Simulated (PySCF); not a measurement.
# C₂H₂BrF₃: NMR shieldings

What do calculations give for the NMR shieldings of C₂H₂BrF₃ (`FC(F)(F)CBr`)?

Programs: PySCF 2.14.0, with routines of our own; each step states its level. All values are computed. Atoms count from 0.

## Step 1: The system as given

8 atoms, charge 0, multiplicity 1; geometry from: GFN2-xTB.

## Step 2: Optimising the geometry at PBE0-D3(BJ)/def2-SVP

What the job is given:

```
{"job": {"xc": "PBE0", "basis": "def2-SVP", "d3": "d3bj", "grid": 1, "maxiter": 30, "shake": 0.01, "kind": "geom"}, "charge": 0, "multiplicity": 1}
F     -1.404480     1.095010     0.068430
C     -0.746420    -0.026870    -0.117190
F     -1.298420    -0.927980     0.697520
F     -0.949120    -0.421360    -1.367440
C      0.731160     0.200810     0.141330
Br     1.716230    -1.430050    -0.107450
H      1.123770     0.951350    -0.545620
H      0.882430     0.539950     1.177950
```

Launch:

```
$ OMP_NUM_THREADS=1 python heavy_run.py task.json out
```

This one command runs all jobs of the session in turn.

The program printed:

```text
step   0  E = -2949.84901932  max force = 0.019777
step   1  E = -2949.84889044  max force = 0.016366
step   2  E = -2949.84989432  max force = 0.005190
step   3  E = -2949.85000719  max force = 0.001476
step   4  E = -2949.85007251  max force = 0.002178
step   5  E = -2949.85011809  max force = 0.002744
step   6  E = -2949.85013293  max force = 0.001144
step   7  E = -2949.85013382  max force = 0.000420
optimisation converged
```

Run time: 37 s. Hardware: 1 thread of Arm Neoverse V2, shared host; peak memory 0.48 GiB.

Step by step: (the energy doesn't fall at every step)

| step | energy from step 0 (eV) | largest force component (eV/Å) |
| --- | --- | --- |
| 0 | 0.0000 | 1.0170 |
| 1 | 0.0035 | 0.8416 |
| 2 | -0.0238 | 0.2669 |
| 3 | -0.0269 | 0.0759 |
| 4 | -0.0287 | 0.1120 |
| 5 | -0.0299 | 0.1411 |
| 6 | -0.0303 | 0.0588 |
| 7 | -0.0303 | 0.0216 |

Close pairs (by a distance rule), those that changed most:

```
  bond  before (Å)  after (Å)  change (Å)
 F0–C1       1.314      1.338      +0.024
 C4–H6       1.091      1.097      +0.006
 C1–C4       1.517      1.512      -0.005
 C1–F2       1.334      1.330      -0.005
 C4–H7       1.101      1.096      -0.005
 C1–F3       1.327      1.329      +0.002
C4–Br5       1.921      1.922      +0.000
```

The final coordinates are the input of the step that follows.

```
                         at the end point                value
  point group (found at 0.08 Å tolerance)                   Cs
rotational constants (GHz, main isotopes)  5.360, 1.156, 1.148
                        dipole moment (D)                 1.78
```

## Step 3: NMR shieldings: PBE/pcSseg-1 Br:us-x2c-TZVPall-2c, spin–orbit

What the job is given:

```
{"job": {"kind": "hnmr", "xc": "PBE", "basis": {"default": "pcSseg-1", "Br": "us-x2c-TZVPall-2c"}, "rel": "so"}, "charge": 0, "multiplicity": 1}
F     -1.424451     1.042449    -0.276623
C     -0.590786     0.014167    -0.472806
F     -1.285888    -1.108452    -0.316578
F     -0.166466     0.066575    -1.730813
C      0.547352     0.119792     0.516918
Br     1.829472    -1.298747     0.326906
H      1.063570     1.074501     0.360709
H      0.136573     0.081918     1.532756
```

Method: PBE/pcSseg-1 Br:us-x2c-TZVPall-2c GIAO NMR shielding, X2C with spin-orbit coupling, screened-nuclear two-electron part, Gaussian nuclei, gas phase.

The program printed:

```text
spin-free SCF
coarse grid: 38536 points
cycle   1  E = -2982.6646680035  dE =  7.368e-01  |g| = 8.943e-01  |ddm| = 2.656e+00
cycle   2  E = -2982.3733578634  dE =  2.913e-01  |g| = 1.662e+00  |ddm| = 1.205e+00
cycle   3  E = -2982.7799121217  dE = -4.066e-01  |g| = 1.168e-01  |ddm| = 8.153e-01
cycle   4  E = -2982.7810509120  dE = -1.139e-03  |g| = 7.193e-02  |ddm| = 1.145e-01
cycle   5  E = -2982.7821688957  dE = -1.118e-03  |g| = 2.001e-02  |ddm| = 6.142e-02
cycle   6  E = -2982.7822773484  dE = -1.085e-04  |g| = 3.960e-03  |ddm| = 2.029e-02
cycle   7  E = -2982.7822806782  dE = -3.330e-06  |g| = 1.178e-03  |ddm| = 4.027e-03
final grid: 81048 points
cycle   8  E = -2982.7821640336  dE =  5.306e-07  |g| = 2.406e-03  |ddm| = 2.686e-03
cycle   9  E = -2982.7821614847  dE =  2.549e-06  |g| = 4.787e-03  |ddm| = 4.034e-03
cycle  10  E = -2982.7821648838  dE = -3.399e-06  |g| = 1.948e-04  |ddm| = 2.670e-03
cycle  11  E = -2982.7821648875  dE = -3.746e-09  |g| = 1.517e-05  |ddm| = 1.227e-04
converged SCF energy = -2982.7821648875
two-component SCF
cycle   1  E = -2982.7166852780  dE = -2.983e+03  |FDS-SDF| = 8.975e+00
cycle   2  E = -2982.8578357734  dE = -1.412e-01  |FDS-SDF| = 8.683e-03
cycle   3  E = -2982.8578356435  dE =  1.299e-07  |FDS-SDF| = 2.025e-03
cycle   4  E = -2982.8578351226  dE =  5.209e-07  |FDS-SDF| = 2.086e-03
cycle   5  E = -2982.8578360712  dE = -9.487e-07  |FDS-SDF| = 5.427e-04
cycle   6  E = -2982.8578361160  dE = -4.473e-08  |FDS-SDF| = 4.167e-05
cycle   7  E = -2982.8578361162  dE = -2.392e-10  |FDS-SDF| = 2.131e-05
converged, E = -2982.8578361162

Field gradients (au) and densities at the nuclei (bohr^-3)
atom        Vxx        Vyy        Vzz        centre      nuclear mean
  0 F     -1.3774    -1.4167     2.7941        407.123        407.122
  1 C      0.1898     0.2075    -0.3973        114.225        114.225
  2 F     -1.3524    -1.4697     2.8221        407.117        407.116
  3 F     -1.3512    -1.4693     2.8205        407.117        407.116
  4 C     -0.1089    -0.2491     0.3580        114.416        114.415
  5 Br    -4.1764    -4.4796     8.6560      39290.867      39262.312
  6 H     -0.1374    -0.1488     0.2861          0.379          0.379
  7 H     -0.1374    -0.1489     0.2863          0.379          0.379
without picture change
  5 Br                           8.9392                     60064.434

Core orbital energies (eV)
atom   shell        mean    spread
  5 Br 1s       -13302.884   0.000
  5 Br 2s        -1731.821   0.000
  5 Br 3s         -237.340   0.000
  5 Br 4s          -20.463   0.000
  5 Br 2p1/2     -1559.263   0.000
  5 Br 2p3/2     -1512.333   0.086
  5 Br 3p1/2      -177.422   0.000
  5 Br 3p3/2      -170.627   0.252
  5 Br 3d3/2       -66.808   0.256
  5 Br 3d5/2       -65.767   0.345

Shielding tensors (ppm)
atom      isotropic    diamagn.    paramagn.     s11        s22        s33       span
  0 F       241.48      472.21     -230.73     159.14     243.64     321.66     162.52
  1 C        47.99      239.50     -191.51      44.68      48.08      51.20       6.52
  2 F       247.26      471.99     -224.74     169.08     245.54     327.15     158.08
  3 F       247.64      471.89     -224.26     169.84     246.50     326.57     156.73
  4 C       150.94      245.88      -94.93     132.05     149.93     170.86      38.81
  5 Br     2603.57     2985.35     -381.78    2208.80    2333.25    3268.67    1059.87
  6 H        27.74       27.63        0.11      21.26      27.32      34.65      13.39
  7 H        27.75       27.65        0.09      21.29      27.32      34.64      13.34
```

Wall time 30 s (1 thread of Arm Neoverse V2, shared host); peak memory 0.85 GiB.

Key values:

```
                       quantity       value
energy from spin-orbit coupling  -0.0757 Eh
```

The fields below are evaluated on a grid from the run's orbitals.

Frontier orbitals at PBE/us-x2c-TZVPall-2c+pcSseg-1, with the share of their density that lies nearest to each atom:

```
orbital  energy (eV)            lies on
   HOMO        -6.99           Br5 89 %
   LUMO        -1.55  Br5 53 %; C4 29 %
```

ELF in a plane through or near 4 of the atoms.

Values, 10 rows by 14 columns:
```
0.00 0.00 0.00 0.00 0.00 0.00 0.00 0.00 0.00 0.00 0.00 0.00 0.00 0.00
0.00 0.00 0.00 0.00 0.00 0.00 0.00 0.00 0.00 0.00 0.00 0.00 0.00 0.00
0.00 0.00 0.00 0.00 0.01 0.04 0.03 0.00 0.24 0.32 0.10 0.00 0.00 0.00
0.00 0.00 0.00 0.01 0.05 0.36 0.31 0.03 0.74 0.83 0.68 0.11 0.00 0.00
0.00 0.01 0.09 0.08 0.13 0.57 0.30 0.53 0.64 0.54 0.83 0.24 0.00 0.00
0.00 0.31 0.74 0.79 0.62 0.82 0.67 0.85 0.57 0.33 0.04 0.01 0.00 0.00
0.01 0.41 0.82 0.32 0.71 0.47 0.15 0.14 0.29 0.11 0.01 0.00 0.00 0.00
0.00 0.10 0.43 0.58 0.39 0.85 0.39 0.01 0.02 0.02 0.00 0.00 0.00 0.00
0.00 0.00 0.05 0.35 0.66 0.71 0.29 0.00 0.00 0.00 0.00 0.00 0.00 0.00
0.00 0.00 0.00 0.02 0.08 0.09 0.01 0.00 0.00 0.00 0.00 0.00 0.00 0.00
```
The map spans 9.0 Å across and 7.6 Å up, centred on the molecule. Atoms in the plane (x, y in Å): F0 (1.5, 0.9), C1 (0.7, -0.1), C4 (-0.7, 0.3), Br5 (-1.9, -1.2).

log10 of the density (e/Å³) in the same plane.

Values, 10 rows by 14 columns:
```
-4.0 -4.0 -4.0 -4.0 -4.0 -4.0 -4.0 -4.0 -4.0 -4.0 -4.0 -4.0 -4.0 -4.0
-4.0 -4.0 -4.0 -4.0 -3.8 -3.4 -3.4 -3.7 -3.7 -3.6 -4.0 -4.0 -4.0 -4.0
-4.0 -4.0 -4.0 -3.1 -2.5 -2.0 -2.0 -2.1 -1.4 -1.1 -1.6 -2.8 -4.0 -4.0
-4.0 -3.8 -3.1 -2.4 -1.7 -0.8 -0.8 -1.2 -0.2  0.6 -0.3 -1.7 -3.3 -4.0
-3.7 -2.7 -2.1 -1.6 -1.0  0.0  0.2 -0.2  0.2  1.0  0.0 -1.5 -3.1 -4.0
-3.0 -1.9 -1.1 -0.4 -0.1  0.0  0.1  0.2  1.5 -0.2 -1.2 -2.4 -3.8 -4.0
-2.8 -1.6 -0.7  0.5  2.0  0.1 -0.8 -0.7 -0.2 -0.6 -1.5 -3.0 -4.0 -4.0
-3.1 -2.0 -1.1 -0.1  0.3 -0.2 -1.2 -1.7 -1.4 -1.5 -2.3 -3.8 -4.0 -4.0
-3.7 -2.7 -2.0 -1.2 -0.9 -1.2 -1.8 -2.5 -2.8 -2.9 -3.8 -4.0 -4.0 -4.0
-4.0 -3.6 -3.0 -2.4 -2.2 -2.3 -2.7 -3.3 -4.0 -4.0 -4.0 -4.0 -4.0 -4.0
```
The map spans 9.0 Å across and 7.6 Å up, centred on the molecule. Atoms in the plane (x, y in Å): F0 (1.5, 0.9), C1 (0.7, -0.1), C4 (-0.7, 0.3), Br5 (-1.9, -1.2).

On the surface of density 0.002 e/bohr³ the electrostatic potential runs, from the 1st to the 99th percentile, from -0.46 V near F3 to 1.41 V near H7.

## Step 4: NMR shieldings: PBE/pcSseg-1 Br:us-x2c-TZVPall-2c, spin-free

Settings changed since step 3:

```diff
@@ -1,2 +1,2 @@
-{"job": {"kind": "hnmr", "xc": "PBE", "basis": {"default": "pcSseg-1", "Br": "us-x2c-TZVPall-2c"}, "rel": "so"}, "charge": 0, "multiplicity": 1}
+{"job": {"kind": "hnmr", "xc": "PBE", "basis": {"default": "pcSseg-1", "Br": "us-x2c-TZVPall-2c"}, "rel": "sf"}, "charge": 0, "multiplicity": 1}
 F     -1.424451     1.042449    -0.276623
```

Method: PBE/pcSseg-1 Br:us-x2c-TZVPall-2c GIAO NMR shielding, spin-free X2C, Gaussian nuclei, gas phase.

The program printed:

```text
spin-free SCF
coarse grid: 38536 points
cycle   1  E = -2982.6646680035  dE =  7.368e-01  |g| = 8.943e-01  |ddm| = 2.656e+00
cycle   2  E = -2982.3733578634  dE =  2.913e-01  |g| = 1.662e+00  |ddm| = 1.205e+00
cycle   3  E = -2982.7799121217  dE = -4.066e-01  |g| = 1.168e-01  |ddm| = 8.153e-01
cycle   4  E = -2982.7810509120  dE = -1.139e-03  |g| = 7.193e-02  |ddm| = 1.145e-01
cycle   5  E = -2982.7821688957  dE = -1.118e-03  |g| = 2.001e-02  |ddm| = 6.142e-02
cycle   6  E = -2982.7822773484  dE = -1.085e-04  |g| = 3.960e-03  |ddm| = 2.029e-02
cycle   7  E = -2982.7822806782  dE = -3.330e-06  |g| = 1.178e-03  |ddm| = 4.027e-03
final grid: 81048 points
cycle   8  E = -2982.7821640336  dE =  5.306e-07  |g| = 2.406e-03  |ddm| = 2.686e-03
cycle   9  E = -2982.7821614847  dE =  2.549e-06  |g| = 4.787e-03  |ddm| = 4.034e-03
cycle  10  E = -2982.7821648838  dE = -3.399e-06  |g| = 1.948e-04  |ddm| = 2.670e-03
cycle  11  E = -2982.7821648875  dE = -3.746e-09  |g| = 1.517e-05  |ddm| = 1.227e-04
converged SCF energy = -2982.7821648875
check of the scalar solution
cycle   1  E = -2982.7821648875  dE = -2.983e+03  |FDS-SDF| = 1.517e-05
cycle   2  E = -2982.7821648875  dE =  2.137e-11  |FDS-SDF| = 2.066e-05
converged, E = -2982.7821648875

Field gradients (au) and densities at the nuclei (bohr^-3)
atom        Vxx        Vyy        Vzz        centre      nuclear mean
  0 F     -1.3777    -1.4165     2.7942        407.123        407.122
  1 C      0.1897     0.2075    -0.3972        114.225        114.225
  2 F     -1.3525    -1.4698     2.8223        407.117        407.116
  3 F     -1.3513    -1.4694     2.8207        407.117        407.116
  4 C     -0.1096    -0.2498     0.3594        114.415        114.415
  5 Br    -4.1830    -4.4867     8.6697      39288.192      39259.636
  6 H     -0.1373    -0.1488     0.2861          0.379          0.379
  7 H     -0.1374    -0.1489     0.2863          0.379          0.379
without picture change
  5 Br                           8.9575                     60064.969

Core orbital energies (eV)
atom   shell        mean    spread
  5 Br 1s       -13303.088   0.000
  5 Br 2s        -1731.856   0.000
  5 Br 3s         -237.346   0.000
  5 Br 4s          -20.464   0.000
  5 Br 2p        -1527.727   0.131
  5 Br 3p         -172.854   0.388
  5 Br 3d          -66.186   0.389

Shielding tensors (ppm)
atom      isotropic    diamagn.    paramagn.     s11        s22        s33       span
  0 F       238.89      472.15     -233.26     155.96     239.38     321.33     165.36
  1 C        44.91      239.24     -194.33      42.51      43.98      48.25       5.73
  2 F       245.89      471.88     -225.99     166.88     243.89     326.90     160.02
  3 F       246.29      471.78     -225.49     167.65     244.90     326.33     158.67
  4 C       137.68      245.42     -107.74     113.22     141.41     158.40      45.18
  5 Br     2286.39     3134.45     -848.07    1825.64    1959.48    3074.04    1248.40
  6 H        27.77       27.61        0.16      21.42      27.31      34.60      13.18
  7 H        27.78       27.63        0.15      21.45      27.30      34.59      13.13
```

Run time: 11 s. Hardware: 1 thread of Arm Neoverse V2, shared host; peak memory 0.76 GiB.

## Step 5: Shieldings side by side

```csv
run,Br5,C4,C1,F0,F2,F3,H6,time
"step 3, PBE/pcSseg-1 Br:us-x2c-TZVPall-2c, spin–orbit",2603.6,150.9,48.0,241.5,247.3,247.6,27.7,30 s
"step 4, PBE/pcSseg-1 Br:us-x2c-TZVPall-2c, spin-free",2286.4,137.7,44.9,238.9,245.9,246.3,27.8,11 s
```

## Step 6: What came out

| quantity | value |
| --- | --- |
| point group | Cs |
| rotational constants (main isotopes) | 5.36, 1.16, 1.15 GHz |
| energy from spin-orbit coupling (step 3, PBE/pcSseg-1 Br:us-x2c-TZVPall-2c, spin–orbit) | -0.0757 Eh |
| shieldings (step 3, PBE/pcSseg-1 Br:us-x2c-TZVPall-2c, spin–orbit) | F0 241.5, C1 48.0, F2 247.3, F3 247.6, C4 150.9, Br5 2603.6 ppm |
| surface potential, 1st and 99th percentile | -0.46 V and 1.41 V |
| shieldings (step 4, PBE/pcSseg-1 Br:us-x2c-TZVPall-2c, spin-free) | F0 238.9, C1 44.9, F2 245.9, F3 246.3, C4 137.7, Br5 2286.4 ppm |

**Reading.** Relaxing lowered the energy by 0.030 eV in 7 steps; the close pair that moved most is F0–C1, from 1.314 to 1.338 Å. In step 3, Br5 has the widest tensor, 1060 ppm. At PBE/us-x2c-TZVPall-2c+pcSseg-1, counted by nearest atom on the grid, the HOMO lies on Br5 89 %, the LUMO on Br5 53 %; C4 29 %. Br5 moves most between the runs, by 317 ppm; the labels say what changes from run to run.
